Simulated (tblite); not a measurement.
# C2H10F3PSi3: the cost of one run

Programs: tblite 0.8.0 and PySCF 2.14.0, with density-fitted response routines of our own. Each step states its level of theory. These are calculated values for one molecule in the gas phase, unless marked as measured. Atoms are numbered from 0 throughout.

## (1) The starting structure

19 atoms, charge 0, multiplicity 1; geometry from: force field or distance geometry start.

Bonds of the start (Å): F0–C1 1.41, C1–F2 1.37, C1–F3 1.38, C1–Si4 1.87, Si4–C5 1.86, C5–Si6 1.87, Si6–P7 2.12, P7–Si8 2.13, Si4–H9 1.47, Si4–H10 1.48, C5–H11 1.12, C5–H12 1.11, Si6–H13 1.46, Si6–H14 1.48, P7–H15 1.41, Si8–H16 1.48, Si8–H17 1.48, Si8–H18 1.47.

## (2) Relaxing the molecule with GFN2-xTB

The job: settings as JSON, then the geometry in Å.

```
{"job": {"kind": "relax", "xc": "GFN2-xTB", "basis": "xTB"}, "charge": 0, "multiplicity": 1}
F      4.601300     0.717900    -0.090900
C      3.236800     0.784800    -0.429700
F      2.773400     1.945000     0.128900
F      3.200000     0.790100    -1.813100
Si     2.467500    -0.742900     0.329600
C      0.713100    -1.022500    -0.218400
Si    -0.490700     0.126100     0.642700
P     -2.339200     0.120000    -0.402500
Si    -4.164200     0.392700     0.666100
H      2.595200    -0.757800     1.790100
H      3.259200    -1.892400    -0.171100
H      0.399400    -2.058300     0.081000
H      0.586000    -0.992300    -1.318300
H      0.084100     1.464200     0.707900
H     -0.700400    -0.308300     2.046600
H     -2.357500     0.078100    -1.807900
H     -3.943600     0.394800     2.131100
H     -5.127900    -0.704900     0.398600
H     -4.802300     1.674900     0.352200
```

The run is started by

```sh
> OMP_NUM_THREADS=1 python probes_run.py task.json out
```

One launch serves the whole session: the jobs run in the order shown.

**Question.** How long does this first job take on 1 thread of Intel Xeon 6975P-C, shared host, and how much memory does it need?

About 2.1 s, with a peak of 0.18 GiB.
